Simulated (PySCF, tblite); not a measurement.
# 3-chloro-2-methylpentane: a rotation path, then NMR shifts on frames, part 1 of 2

How do NMR shifts of 3-chloro-2-methylpentane (`CC[C@H](Cl)C(C)C`) change as the atoms move?

Programs: tblite 0.8.0 and PySCF 2.14.0, with density-fitted response routines of our own. Each step states its level of theory. These are calculated values for one molecule in the gas phase, unless marked as measured. Atoms are numbered from 0 throughout.

## 1. The starting structure

20 atoms, charge 0, multiplicity 1; geometry from: GFN2-xTB.

Bonds of the start (Å): C0–C1 1.52, C1–C2 1.52, C2–Cl3 1.79, C2–C4 1.53, C4–C5 1.53, C4–C6 1.53, C0–H7 1.09, C0–H8 1.09, C0–H9 1.09, C1–H10 1.09, C1–H11 1.09, C2–H12 1.09, C4–H13 1.10, C5–H14 1.09, C5–H15 1.09, C5–H16 1.09, C6–H17 1.09, C6–H18 1.09, C6–H19 1.09.

## 2. The rotation path with GFN2-xTB

Job settings and geometry (Å):

```
{"job": {"kind": "neb", "xc": "GFN2-xTB", "basis": "xTB", "atoms": [1, 2, 4, 6], "turn": 120}, "charge": 0, "multiplicity": 1}
C      2.816266     0.167064     0.027543
C      1.396012     0.040405     0.566214
C      0.363840    -0.039488    -0.552922
Cl     0.307296     1.540547    -1.400014
C     -1.041446    -0.439561    -0.089039
C     -1.959224    -0.652139    -1.292103
C     -1.655112     0.572132     0.875879
H      2.915263     1.067323    -0.573989
H      3.527644     0.219930     0.847917
H      3.067660    -0.691101    -0.592419
H      1.313195    -0.867949     1.168443
H      1.175073     0.893859     1.208135
H      0.703410    -0.753770    -1.309761
H     -0.927478    -1.398211     0.432787
H     -1.537365    -1.388394    -1.973385
H     -2.094306     0.281715    -1.832231
H     -2.933609    -1.006121    -0.964837
H     -1.065716     0.656376     1.785117
H     -2.658973     0.257168     1.150357
H     -1.717578     1.550893     0.406787
```

With the program's defaults for keys left out, this is: GFN2-xTB climbing-image nudged elastic band, gas phase.

Command:

```bash
$ OMP_NUM_THREADS=1 python probes_run.py task.json out
```

The driver reads the jobs from task.json and runs them one after another.

Output:

```text
image   E - E0 / eV
  0      -0.0000
  1       0.0309
  2       0.0887
  3       0.1340
  4       0.1424
  5       0.1122
  6       0.0656
  7       0.0349
  8       0.0187
```

It took 2 s on 1 thread of AMD EPYC 9R45, shared host; peak memory 0.18 GiB.

The final band, with the dihedral C1–C2–C4–C6:

| image | dihedral (°) | energy (eV) | energy (kcal/mol) |
| --- | --- | --- | --- |
| 0 | 63 | 0.000 | 0.0 |
| 1 | 77 | 0.031 | 0.7 |
| 2 | 91 | 0.089 | 2.0 |
| 3 | 106 | 0.134 | 3.1 |
| 4 | 121 | 0.142 | 3.3 |
| 5 | 136 | 0.112 | 2.6 |
| 6 | 151 | 0.066 | 1.5 |
| 7 | 166 | 0.035 | 0.8 |
| 8 | 179 | 0.019 | 0.4 |

## 3. Shielding tensors: image 0, PBE0/pcSseg-1

Job settings and geometry (Å):

```
{"job": {"kind": "nmr", "xc": "PBE0", "basis": "pcSseg-1", "pop": false}, "charge": 0, "multiplicity": 1}
C      2.816300     0.167100     0.027500
C      1.396000     0.040400     0.566200
C      0.363800    -0.039500    -0.552900
Cl     0.307300     1.540500    -1.400000
C     -1.041400    -0.439600    -0.089000
C     -1.959200    -0.652100    -1.292100
C     -1.655100     0.572100     0.875900
H      2.915300     1.067300    -0.574000
H      3.527600     0.219900     0.847900
H      3.067700    -0.691100    -0.592400
H      1.313200    -0.867900     1.168400
H      1.175100     0.893900     1.208100
H      0.703400    -0.753800    -1.309800
H     -0.927500    -1.398200     0.432800
H     -1.537400    -1.388400    -1.973400
H     -2.094300     0.281700    -1.832200
H     -2.933600    -1.006100    -0.964800
H     -1.065700     0.656400     1.785100
H     -2.659000     0.257200     1.150400
H     -1.717600     1.550900     0.406800
```

Level: GIAO PBE0/pcSseg-1 NMR shielding, non-relativistic, gas phase.

Output:

```text
coarse grid: 16200 points
cycle   1  E = -696.0873997930  dE =  5.046e-01  |g| = 4.448e-01  |ddm| = 3.715e+00
cycle   2  E = -696.0837666487  dE =  3.633e-03  |g| = 4.798e-01  |ddm| = 8.008e-01
cycle   3  E = -696.1413476050  dE = -5.758e-02  |g| = 3.437e-02  |ddm| = 3.931e-01
cycle   4  E = -696.1415380872  dE = -1.905e-04  |g| = 1.959e-02  |ddm| = 4.770e-02
cycle   5  E = -696.1416233450  dE = -8.526e-05  |g| = 5.618e-03  |ddm| = 2.208e-02
cycle   6  E = -696.1416309752  dE = -7.630e-06  |g| = 1.280e-03  |ddm| = 7.502e-03
final grid: 148832 points
cycle   7  E = -696.1847278196  dE = -6.042e-05  |g| = 1.052e-02  |ddm| = 3.754e-02
cycle   8  E = -696.1847152866  dE =  1.253e-05  |g| = 1.251e-02  |ddm| = 2.034e-02
cycle   9  E = -696.1847555953  dE = -4.031e-05  |g| = 1.328e-03  |ddm| = 1.222e-02
cycle  10  E = -696.1847559644  dE = -3.691e-07  |g| = 3.241e-04  |ddm| = 1.673e-03
cycle  11  E = -696.1847559891  dE = -2.466e-08  |g| = 5.647e-05  |ddm| = 2.783e-04
cycle  12  E = -696.1847559898  dE = -6.874e-10  |g| = 1.434e-05  |ddm| = 7.145e-05
converged SCF energy = -696.1847559898

GIAO shielding tensors (ppm)
atom      isotropic    diamagn.    paramagn.     s11        s22        s33       span
  0 C      171.676     245.203     -73.526    157.836    169.219    187.974     30.138
  1 C      151.151     247.703     -96.551    134.536    146.216    172.703     38.167
  2 C      109.610     250.571    -140.961     79.192    123.291    126.348     47.155
  3 Cl     868.168    1149.588    -281.420    698.119    836.671   1069.715    371.595
  4 C      147.405     245.767     -98.362    135.233    144.915    162.066     26.833
  5 C      162.886     246.690     -83.803    140.968    159.378    188.312     47.343
  6 C      171.100     247.871     -76.771    158.950    165.851    188.500     29.550
  7 H       29.950      29.328       0.622     24.205     31.108     34.538     10.333
  8 H       30.546      27.505       3.041     25.578     27.486     38.574     12.995
  9 H       30.913      29.254       1.659     26.475     28.687     37.577     11.102
 10 H       30.239      32.373      -2.134     24.318     30.365     36.034     11.716
 11 H       30.040      32.054      -2.014     25.145     31.345     33.630      8.485
 12 H       28.179      34.295      -6.116     24.975     27.084     32.479      7.505
 13 H       30.058      33.224      -3.166     26.247     28.399     35.527      9.279
 14 H       30.800      30.218       0.582     26.168     28.213     38.021     11.853
 15 H       30.129      30.391      -0.262     25.381     30.834     34.170      8.789
 16 H       30.782      29.412       1.371     25.984     28.264     38.099     12.115
 17 H       30.730      31.295      -0.565     25.024     29.858     37.308     12.284
 18 H       31.067      30.213       0.853     26.194     28.659     38.348     12.154
 19 H       30.297      30.978      -0.681     25.306     31.256     34.329      9.023
```

Wall time 15 s (1 thread of AMD EPYC 9R45, shared host); peak memory 0.79 GiB.

The references, computed at this level on geometries of the same kind, shield at (ppm): ¹H TMS 31.72, ¹³C TMS 186.9, ³⁵Cl HCl 950. Their shielding less the atom's gives the shift. The references are single molecules in the gas phase. Each atom is listed at this fixed geometry, with no averaging over motion; a spectrum would average atoms that exchange fast.

| atoms | environment | σ (ppm) | δ (ppm) |
| --- | --- | --- | --- |
| C2 | sp3 CH bonded to Cl | 109.6 | 77.3 |
| C4 | sp3 CH | 147.4 | 39.5 |
| C1 | sp3 CH2 | 151.2 | 35.8 |
| C5 | methyl carbon | 162.9 | 24.0 |
| C6 | methyl carbon | 171.1 | 15.8 |
| C0 | methyl carbon | 171.7 | 15.2 |
| H12 | hydrogen on an sp3 CH bonded to Cl | 28.18 | 3.54 |
| H7 | hydrogen on a methyl carbon | 29.95 | 1.77 |
| H11 | hydrogen on an sp3 CH2 | 30.04 | 1.68 |
| H13 | hydrogen on an sp3 CH | 30.06 | 1.66 |
| H15 | hydrogen on a methyl carbon | 30.13 | 1.59 |
| H10 | hydrogen on an sp3 CH2 | 30.24 | 1.48 |
| H19 | hydrogen on a methyl carbon | 30.30 | 1.42 |
| H8 | hydrogen on a methyl carbon | 30.55 | 1.17 |
| H17 | hydrogen on a methyl carbon | 30.73 | 0.99 |
| H16 | hydrogen on a methyl carbon | 30.78 | 0.93 |
| H14 | hydrogen on a methyl carbon | 30.80 | 0.92 |
| H9 | hydrogen on a methyl carbon | 30.91 | 0.80 |
| H18 | hydrogen on a methyl carbon | 31.07 | 0.65 |
| Cl3 | chlorine bonded to C | 868 | 82 |

## 4. Nuclear shieldings: image 2, PBE0/pcSseg-1

Job settings and geometry (Å):

```
{"job": {"kind": "nmr", "xc": "PBE0", "basis": "pcSseg-1", "pop": false}, "charge": 0, "multiplicity": 1}
C      2.844700     0.090300    -0.046700
C      1.452800    -0.134700     0.533300
C      0.350100     0.151900    -0.481700
Cl     0.369100     1.900300    -0.877600
C     -1.043200    -0.313800    -0.015800
C     -1.858600    -0.838100    -1.196500
C     -1.827700     0.757700     0.737900
H      2.974000     1.126800    -0.345700
H      3.605900    -0.150800     0.691100
H      2.993700    -0.542300    -0.919600
H      1.362500    -1.179800     0.841500
H      1.313100     0.492100     1.415400
H      0.599400    -0.340400    -1.426800
H     -0.871000    -1.151600     0.670200
H     -1.322100    -1.639100    -1.701000
H     -2.052100    -0.043100    -1.911700
H     -2.810400    -1.236200    -0.851400
H     -1.280800     1.095700     1.614700
H     -2.783300     0.351600     1.060900
H     -2.021400     1.614400     0.098000
```

Level: GIAO PBE0/pcSseg-1 NMR shielding, non-relativistic, gas phase.

Output:

```text
coarse grid: 16200 points
cycle   1  E = -696.0833204271  dE =  4.988e-01  |g| = 4.454e-01  |ddm| = 3.720e+00
cycle   2  E = -696.0793539416  dE =  3.966e-03  |g| = 4.821e-01  |ddm| = 8.013e-01
cycle   3  E = -696.1374125773  dE = -5.806e-02  |g| = 3.559e-02  |ddm| = 3.912e-01
cycle   4  E = -696.1376123949  dE = -1.998e-04  |g| = 2.094e-02  |ddm| = 4.975e-02
cycle   5  E = -696.1377113605  dE = -9.897e-05  |g| = 5.596e-03  |ddm| = 2.367e-02
cycle   6  E = -696.1377190021  dE = -7.642e-06  |g| = 1.302e-03  |ddm| = 7.859e-03
final grid: 148832 points
cycle   7  E = -696.1800559989  dE = -5.378e-05  |g| = 1.040e-02  |ddm| = 3.478e-02
cycle   8  E = -696.1800438055  dE =  1.219e-05  |g| = 1.236e-02  |ddm| = 2.024e-02
cycle   9  E = -696.1800833261  dE = -3.952e-05  |g| = 1.287e-03  |ddm| = 1.219e-02
cycle  10  E = -696.1800836733  dE = -3.472e-07  |g| = 3.129e-04  |ddm| = 1.641e-03
cycle  11  E = -696.1800836963  dE = -2.299e-08  |g| = 5.446e-05  |ddm| = 2.676e-04
cycle  12  E = -696.1800836969  dE = -6.385e-10  |g| = 1.381e-05  |ddm| = 6.859e-05
converged SCF energy = -696.1800836969

GIAO shielding tensors (ppm)
atom      isotropic    diamagn.    paramagn.     s11        s22        s33       span
  0 C      171.505     245.390     -73.885    157.144    169.516    187.855     30.711
  1 C      149.151     247.902     -98.751    126.594    149.249    171.610     45.016
  2 C      109.791     249.137    -139.346     80.615    122.719    126.038     45.423
  3 Cl     858.454    1149.607    -291.153    718.650    808.646   1048.065    329.416
  4 C      147.287     245.421     -98.134    130.947    144.278    166.636     35.689
  5 C      161.909     247.344     -85.434    136.106    162.460    187.162     51.056
  6 C      166.886     246.797     -79.911    155.531    163.245    181.880     26.349
  7 H       29.977      29.405       0.572     24.241     31.061     34.631     10.390
  8 H       30.590      27.481       3.109     25.697     27.481     38.593     12.896
  9 H       30.949      29.349       1.601     26.555     28.904     37.389     10.833
 10 H       30.248      32.519      -2.271     24.431     30.487     35.826     11.395
 11 H       29.994      31.905      -1.911     25.396     30.737     33.848      8.452
 12 H       28.297      34.352      -6.055     24.765     27.858     32.268      7.503
 13 H       30.131      33.585      -3.454     25.979     29.666     34.748      8.769
 14 H       30.734      30.730       0.004     26.065     28.670     37.467     11.402
 15 H       30.495      30.341       0.153     26.435     29.612     35.438      9.003
 16 H       30.773      29.617       1.156     25.954     28.239     38.127     12.173
 17 H       30.642      30.825      -0.183     25.621     29.197     37.107     11.486
 18 H       30.937      29.841       1.096     26.296     28.308     38.208     11.913
 19 H       30.178      30.928      -0.750     25.084     31.171     34.279      9.194
```

It took 15 s on 1 thread of AMD EPYC 9R45, shared host; peak memory 0.91 GiB.

In short: δ C2 77.1, C4 39.6, C1 37.8, C5 25.0, H12 3.42, H7 1.74 ppm.

(Continued in part 2 of 2.)
